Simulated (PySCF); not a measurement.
# Hg(CH3)2: other functionals and bases at one geometry

One table from this session's results is given with a row withheld; the runs are named, their logs left out.

The runs use PySCF 2.14.0; several levels, as the steps say, no spin–orbit coupling.

1 further run of the same task is left out (for a known fault of the program).

### Where the work starts

9 atoms, charge 0, spin multiplicity 1.

Bond lengths: Hg1–C2 2.104 Å, Hg1–C6 2.104 Å, C2–H3 1.101 Å, C2–H4 1.101 Å, C2–H5 1.101 Å, C6–H7 1.101 Å, C6–H8 1.101 Å, C6–H9 1.101 Å. Angles: C2–Hg1–C6 179.9°, Hg1–C2–H3 110.8°, Hg1–C2–H4 110.7°, Hg1–C2–H5 110.7°, H3–C2–H4 108.1°, H3–C2–H5 108.1°, H4–C2–H5 108.2°, Hg1–C6–H7 110.8°, Hg1–C6–H8 110.7°, Hg1–C6–H9 110.7°, H7–C6–H8 108.1°, H7–C6–H9 108.1°, H8–C6–H9 108.2°.

As a file:

```
Hg    0.0000    0.0000    0.7394
C     2.1043    0.0000    0.7374
H     2.4942    0.0000   -0.2923
H     2.4948    0.8916    1.2520
H     2.4948   -0.8916    1.2520
C    -2.1043    0.0000    0.7374
H    -2.4942    0.0000   -0.2923
H    -2.4948   -0.8916    1.2520
H    -2.4948    0.8916    1.2520
```

Formal oxidation states: Hg +2. An earlier session relaxed this geometry at PBE0, Hg def2-SVP with ECP60, C def2-SVP, H def2-SVP (singlet, point group D3h).

At PBE0 on the finer grid: E = -233.117878 Eh, HOMO -7.02 eV, LUMO 0.27 eV, Mulliken charge on Hg1 +0.46 e, largest force component 0.012 eV/Å. 

Levels to run: BLYP; PBE; PBE0, TZVP. Hardware: 2 threads of Arm Neoverse V1, shared host.

Set-up of the first run:

run.py (the lines that set the calculation)

```python
mol = gto.M(atom='''
Hg     0.00000     0.00000     0.73943
C      2.10428     0.00000     0.73737
H      2.49422     0.00000    -0.29226
H      2.49477     0.89162     1.25198
H      2.49477    -0.89162     1.25198
C     -2.10428     0.00000     0.73737
H     -2.49422     0.00000    -0.29226
H     -2.49477    -0.89162     1.25198
H     -2.49477     0.89162     1.25198''',
    basis={'Hg': 'def2-SVP', 'C': 'def2-SVP', 'H': 'def2-SVP'},
    ecp={'Hg': 'def2-SVP'},
    charge=0, spin=0)
mf = dft.RKS(mol, xc='BLYP')
mf.grids.atom_grid = (75, 302)
mf = mf.density_fit()  # fitting sets: Hg def2-universal-JKFIT, C def2-universal-JKFIT, H def2-universal-JKFIT
mf.conv_tol = 1e-08; mf.max_cycle = 55
mf.kernel(dm0)  # dm0: the density of the relaxed state
```

Started as:

```bash
$ OMP_NUM_THREADS=2 python run.py
```

Among the steps run: BLYP; PBE; PBE0, TZVP.

One table of the session follows, with a row left open; its other results are not shown here.

| level | HOMO (eV) | gap (eV) | charge on Hg1 (e) | largest force component (eV/Å) |
| --- | --- | --- | --- | --- |
| PBE0 (relaxed here) | -7.02 | 7.29 | 0.46 | 0.01 |
| BLYP | -5.74 | 5.32 | 0.34 | 0.36 |
| PBE | ? | ? | ? | ? |
| PBE0, TZVP | -7.09 | 6.98 | 0.58 | 0.27 |

Q: Estimate the row for PBE from the others.

As computed: HOMO (eV): -5.93; gap (eV): 5.52; charge on Hg1 (e): 0.37; largest force component (eV/Å): 0.25. In the column «HOMO (eV)» it lies between PBE0 (relaxed here) (-7.02) and BLYP (-5.74).

In one basis the HOMO–LUMO gap runs from 5.32 eV (BLYP) to 7.29 eV (PBE0). The largest leftover force, 0.36 eV/Å with BLYP, stands at a geometry relaxed at another level. Total energies of different levels can't be compared.
